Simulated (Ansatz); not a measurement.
# CdS (Greenockite): further runs on the relaxed cell

One table from this session's results is given with a row withheld; the runs are named, their logs left out.

Program: Ansatz 0.2.0. Level of theory: DFT r2SCAN, scalar-relativistic, plane waves, PAW. These are calculated values, not measurements.

1 further run of the same task is left out (set aside as unsound or not needed).

## The system as given

Symmetry: P6_3mc, No. 186, hexagonal system. The conventional cell has a = 4.164 Å, b = 4.164 Å, c = 6.766 Å, α = 90.00°, β = 90.00°, γ = 120.00°. Cd (site symmetry 3m) is surrounded by 4 S at 2.54 to 2.55 Å. S (site symmetry 3m) has 4 Cd at 2.54 to 2.55 Å as nearest neighbours.

Coordinates:

```
Cd S
1.0
     4.16384    0.00000    0.00000
    -2.08192    3.60599    0.00000
     0.00000    0.00000    6.76608
Cd S
2 2
Direct
  0.33333 0.66667 0.99903
  0.66667 0.33333 0.49903
  0.33333 0.66667 0.37597
  0.66667 0.33333 0.87597
```

It is the result of an earlier relaxation at this level (volume 25.40 Å³/atom; gap on the mesh: 1.63 eV).

Set-up of the first run:

Input file input.yaml:

```yaml
crystal:
  lattice:
    - [4.1638355949, 0.0, 0.0]
    - [-2.0819177975, 3.6059874024, 0.0]
    - [0.0, 0.0, 6.7660831627]
  atoms:
    - { symbol: Cd, position: [0.3333333333, 0.6666666667, -0.0009655226] }
    - { symbol: Cd, position: [0.6666666667, 0.3333333333, 0.4990344774] }
    - { symbol: S, position: [0.3333333333, 0.6666666667, 0.3759655226] }
    - { symbol: S, position: [0.6666666667, 0.3333333333, 0.8759655226] }
basis:
  ecutwfc: 500
kpoints:
  mp_grid: { grid: [9, 9, 4] }
  band_path:
    path:
      - [[0.0, 0.0, 0.0], [0.5, 0.0, 0.0], [0.33333333, 0.33333333, 0.0], [0.0, 0.0, 0.0], [0.0, 0.0, 0.5], [0.5, 0.0, 0.5], [0.33333333, 0.33333333, 0.5], [0.0, 0.0, 0.5]]
      - [[0.5, 0.0, 0.5], [0.5, 0.0, 0.0]]
      - [[0.33333333, 0.33333333, 0.5], [0.33333333, 0.33333333, 0.0]]
    npoints: 14
hamiltonian:
  xc: r2scan
scf:
  occupations: { method: gaussian, width: 0.02 }
  n_extra_bands: 10
output:
  forces: true
  stress: true
  eigenvalues: true
  populations: true
  dos: { projected: true, de: 0.02, nscf_kmesh: { grid: [14, 14, 6] } }
  bader: true
  write_density: true
  write_potential: true
  elf: true
  volumetric_format: npy
```

Launch:

```sh
$ ansatz run input.yaml --threads 4 --pin off --max-ram 10240MiB --backend cpu --events-out ev --progress --plain --runs-dir out
```

Among the steps run: Bands, states and charges; Seeking the band edges over the whole zone; Levels beside the edges; The cell scaled to 0.97 of its volume; Point at V/V0 = 1.03; Volume × 0.94; Point at V/V0 = 1.06.

One table of the session follows, with a row left open; its other results are not shown here.

| volume (Å³/atom) | energy above the lowest point (meV/atom) | pressure (GPa) | gap on the mesh (eV) |
| --- | --- | --- | --- |
| 23.874 | 19.3 | 4.29 | 1.78 |
| 24.636 | ? | ? | ? |
| 25.398 | 0.0 | 0.00 | 1.63 |
| 26.160 | 4.1 | -1.67 | 1.56 |
| 26.922 | 15.5 | -3.09 | 1.49 |

Estimate the missing values for volume (Å³/atom) = 24.636.

Worked estimate for «energy above the lowest point (meV/atom)». A straight line through the neighbours (23.874, 19.3) and (25.398, 0.0) gives 19.3 + (0.0 − 19.3) × (24.636 − 23.874) / (25.398 − 23.874) = 9.7; a parabola fitted to 3 rows on both sides gives 5.1.

**Answer.** energy above the lowest point (meV/atom): 4.6; pressure (GPa): 1.97; gap on the mesh (eV): 1.71. In «energy above the lowest point (meV/atom)» the line misses by +5.1 and the parabola by +0.5.

To keep in mind: Against the measured gap of CdS, 2.5809 eV (quoted in “Isotope dependence of band-gap energy”, 2008, arxiv:0807.2152), the calculated 1.63 eV is off by -0.95 eV. 2 values of this kind are on record in papers (2.44 to 2.5809 eV); this one was drawn at random among those near their median, those with a stated uncertainty first. It is a Kohn-Sham gap, without temperature or zero-point motion.

**Measured values.**

“Isotope dependence of band-gap energy”, 2008, arxiv:0807.2152 quotes, for a bulk crystal of CdS: band gap 2.5809 ± 0.0002 eV.
